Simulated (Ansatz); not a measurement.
# Bi3Te2S: the cost of one run

Method: DFT PBE, scalar-relativistic, plane waves, PAW, in Ansatz 0.2.0.

## Step 1: Starting point

It takes space group P-3m1 (No. 164, trigonal). Conventional cell: a = 4.379 Å, b = 4.379 Å, c = 24.588 Å, α = 90.00°, β = 90.00°, γ = 120.00°. Bi (site symmetry 3m) has 3 S at 2.81 Å and 3 Te at 3.31 Å as nearest neighbours. Around Bi (site symmetry 3m) lie 6 Te at 3.10 to 3.27 Å. Bi (site symmetry 3m) has 3 Bi at 3.06 Å as nearest neighbours. Te (site symmetry 3m) has 6 Bi at 3.27 to 3.31 Å as nearest neighbours. Around Te (site symmetry 3m) lie 3 Bi at 3.10 Å. Around S (site symmetry 3m) lie 3 Bi at 2.81 Å.

Structure file:

```xyz
12
Lattice="4.3786 0.0000 0.0000 -2.1893 3.7920 0.0000 0.0000 0.0000 24.5876" Properties=species:S:1:pos:R:3 pbc="T T T"
Bi    0.0000    0.0000   21.7208
Bi    0.0000    0.0000    2.8667
Bi    2.1893    1.2640   17.5194
Bi    0.0000    2.5280    7.0682
Bi    0.0000    2.5280   13.1590
Bi    2.1893    1.2640   11.4286
Te    0.0000    2.5280   19.5868
Te    2.1893    1.2640    5.0008
Te    0.0000    0.0000   15.7179
Te    0.0000    0.0000    8.8697
S     2.1893    1.2640   22.9476
S     0.0000    2.5280    1.6399
```

The start is a polymorph listed in a database, not an invented cell.

## Step 2: A first look at the guess

The input, input.yaml:

```yaml
crystal:
  lattice:
    - [4.37858053, 0.0, 0.0]
    - [-2.18929026, 3.79196197, 0.0]
    - [0.0, 0.0, 24.58757591]
  atoms:
    - { symbol: Bi, position: [0.0, 0.0, 0.883407] }
    - { symbol: Bi, position: [0.0, 0.0, 0.116593] }
    - { symbol: Bi, position: [0.66666667, 0.33333333, 0.71253097] }
    - { symbol: Bi, position: [0.33333333, 0.66666667, 0.28746903] }
    - { symbol: Bi, position: [0.33333333, 0.66666667, 0.53518999] }
    - { symbol: Bi, position: [0.66666667, 0.33333333, 0.46481001] }
    - { symbol: Te, position: [0.33333333, 0.66666667, 0.79661298] }
    - { symbol: Te, position: [0.66666667, 0.33333333, 0.20338702] }
    - { symbol: Te, position: [0.0, 0.0, 0.63926101] }
    - { symbol: Te, position: [0.0, 0.0, 0.36073899] }
    - { symbol: S, position: [0.66666667, 0.33333333, 0.93330199] }
    - { symbol: S, position: [0.33333333, 0.66666667, 0.06669801] }
basis:
  ecutwfc: 420
kpoints:
  mp_grid: { grid: [6, 6, 1] }
hamiltonian:
  xc: pbe
scf:
  occupations: { method: gaussian, width: 0.1 }
  lower_state_search: "off"
output:
  forces: true
  stress: true
  eigenvalues: true
```

On the command line:

```sh
ansatz run input.yaml --threads 1 --pin off --max-ram 2560MiB --backend cpu --events-out ev --progress --plain --runs-dir out
```

Q: Estimate wall time and peak memory on 1 thread of Arm Neoverse V1, shared host.

About 20 s, with a peak of 0.71 GiB.
